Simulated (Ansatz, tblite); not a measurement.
# Ga4PN3 with GFN1-xTB from a Python script

These are simulated results from tblite 0.8.0, not measurements. The cell was built from a prototype and was relaxed with r2SCAN in plane waves (Ansatz 0.2.0). It may be hypothetical. All runs are without spin polarisation.

It is orthorhombic, Pmm2 (No. 25); conventional cell a = 3.346 Å, b = 6.756 Å, c = 4.691 Å, 13.26 Å³ an atom. N has 4 Ga at 1.99–2.01 Å; Ga has 3 N at 1.95–1.99 Å and 1 P at 2.28 Å; N has 4 Ga at 1.95–2.00 Å; Ga has 4 N at 2.00 Å; P has 4 Ga at 2.25–2.28 Å; Ga has 2 N at 2.01 Å and 2 P at 2.25 Å.

tblite solves periodic systems at the zone centre alone, so the script builds a cluster of 3×2×2 conventional cells (96 atoms), which folds in a coarse mesh of k points.

run.py reads:

```python
import json
from ase import Atoms
from ase.build import make_supercell
from ase.units import Bohr, GPa, Hartree
from tblite.interface import Calculator

atoms = Atoms(['N', 'Ga', 'N', 'Ga', 'N', 'Ga', 'P', 'Ga'],
              cell=[[3.34588746, 0.0, 0.0], [0.0, 6.75637302, 0.0], [0.0, 0.0, 4.69099302]],
              scaled_positions=[[0.0, 0.229848817, 0.001530835], [0.5, 0.220332547, 0.771181779], [0.5, 0.0, 0.503175505], [0.0, 0.0, 0.269212453], [0.0, 0.770151183, 0.001530835], [0.5, 0.779667453, 0.771181779], [0.5, 0.5, 0.500878696], [0.0, 0.5, 0.181308118]],
              pbc=True)
cluster = make_supercell(atoms, [[3, 0, 0], [0, 2, 0], [0, 0, 2]])
calc = Calculator('GFN1-xTB', cluster.numbers, cluster.positions / Bohr, lattice=cluster.cell[:] / Bohr, periodic=cluster.pbc)
calc.set('temperature', 0.02 / Hartree)
calc.set('max-iter', 150)
res = calc.singlepoint()
levels = res.get('orbital-energies') * Hartree
nv = round(res.get('orbital-occupations').sum() / 2)
cells = len(cluster) // len(atoms)
out = {'energy_per_cell': res.get('energy') * Hartree / cells, 'homo': levels[nv - 1], 'lumo': levels[nv],
       'stress': (-res.get('virial') * Hartree / cluster.get_volume() / GPa).tolist(), 'charges': res.get('charges')[:len(atoms)].tolist(), 'electrons': 2 * nv / cells}
json.dump(out, open('results.json', 'w'))
for key, value in out.items():
    print(key, value)
```

Command: `python run.py`. It took 12 s on 1 thread of Arm Neoverse V1 (shared host), peak memory 0.16 GiB.

The log:

```
------------------------------------------------------------
  cycle        total energy    energy error   density error
------------------------------------------------------------
      1     -186.8257805526  -1.8708787E+02   8.5047510E-01
      2     -128.8999085114   5.7925872E+01   9.7478530E-01
      3     -187.7879335342  -5.8888025E+01   5.5115889E-01
      4     -195.1899739441  -7.4020404E+00   3.9823465E-01
      5     -210.3034267921  -1.5113453E+01   5.8291295E-02
      6     -210.3967602941  -9.3333502E-02   3.2967524E-02
      7     -209.9581805828   4.3857971E-01   5.3970900E-02
      8     -210.2749860169  -3.1680543E-01   3.9288619E-02
      9     -210.2005943380   7.4391679E-02   3.6627100E-02
     10     -210.2819905490  -8.1396211E-02   3.1123157E-02
     11     -210.3481375801  -6.6147031E-02   2.4758463E-02
     12     -210.3646904654  -1.6552885E-02   2.2509076E-02
     13     -210.3836685134  -1.8978048E-02   2.6102336E-02
     14     -210.3877803107  -4.1117973E-03   2.2618576E-02
     15     -210.4200496630  -3.2269352E-02   1.4160377E-02
     16     -210.4447691074  -2.4719444E-02   3.8361528E-03
     17     -210.4457787192  -1.0096118E-03   2.1491607E-03
     18     -210.4450987301   6.7998910E-04   3.2306713E-03
     19     -210.4461411320  -1.0424019E-03   1.2206744E-03
     20     -210.4462683687  -1.2723666E-04   6.3821432E-04
     21     -210.4463117887  -4.3420012E-05   2.0793800E-04
     22     -210.4463164577  -4.6689891E-06   7.2003296E-05
     23     -210.4463163585   9.9195120E-08   7.6000440E-05
     24     -210.4463168964  -5.3792076E-07   3.3634105E-05
     25     -210.4463170125  -1.1610993E-07   8.3964817E-06
------------------------------------------------------------

 total:                                  11.114 sec
energy_per_cell -477.2113308028638
homo -9.643253804827168
lumo -9.623158037406574
stress [[18.092016901137743, -2.623473441769717e-06, -7.570200644200712e-07], [-2.623473441838515e-06, 16.033704947143033, 7.483645036177599e-07], [-7.570200635875633e-07, 7.483645038871703e-07, 17.736647331752195]]
charges [-0.45305287848478404, 0.3673568912741081, -0.4348872974184168, 0.4518103527396371, -0.4530552273408197, 0.3673600860372501, -0.08077039577161982, 0.23532977165494154]
electrons 32.0
```

The cycle table is in hartree for the whole cluster, and the lines after it are in eV (the energy for one cell). The printed stress is in GPa and positive in compression, and the pressure is its mean diagonal.

GFN1-xTB gives a level spacing of 0.02 eV, too small to call a gap. On the same cell, plane-wave PBE (Ansatz, 8×4×6 k points and the special points) gives no gap (an overlap of 0.06 eV at the points read) and r2SCAN no gap (an overlap of 0.04 eV at the points read); on shared hosts these took about 33 and 86 core-seconds on the 8-atom cell, against 12 for the script.

The same script was run on cells scaled at fixed shape and fractional coordinates:

```json
{"volume (Å³/atom)": "11.66", "energy (meV/atom)": "279.9", "pressure (GPa, positive in compression)": "43.37", "gap (eV)": "0.82"}
{"volume (Å³/atom)": "12.46", "energy (meV/atom)": "107.4", "pressure (GPa, positive in compression)": "27.09", "gap (eV)": "0.26"}
{"volume (Å³/atom)": "13.26", "energy (meV/atom)": "0.0", "pressure (GPa, positive in compression)": "17.29", "gap (eV)": "0.02"}
{"volume (Å³/atom)": "14.05", "energy (meV/atom)": "-63.9", "pressure (GPa, positive in compression)": "8.79", "gap (eV)": "0.02"}
{"volume (Å³/atom)": "14.85", "energy (meV/atom)": "-91.0", "pressure (GPa, positive in compression)": "2.47", "gap (eV)": "0.02"}
```

The minimum lies beyond the largest of these volumes.

xTB was fitted mostly to molecules, and a small cluster samples few k points, so gaps, pressures and kinks along a curve can be far from a solid's.

The runs are scalar-relativistic, without spin-orbit coupling.
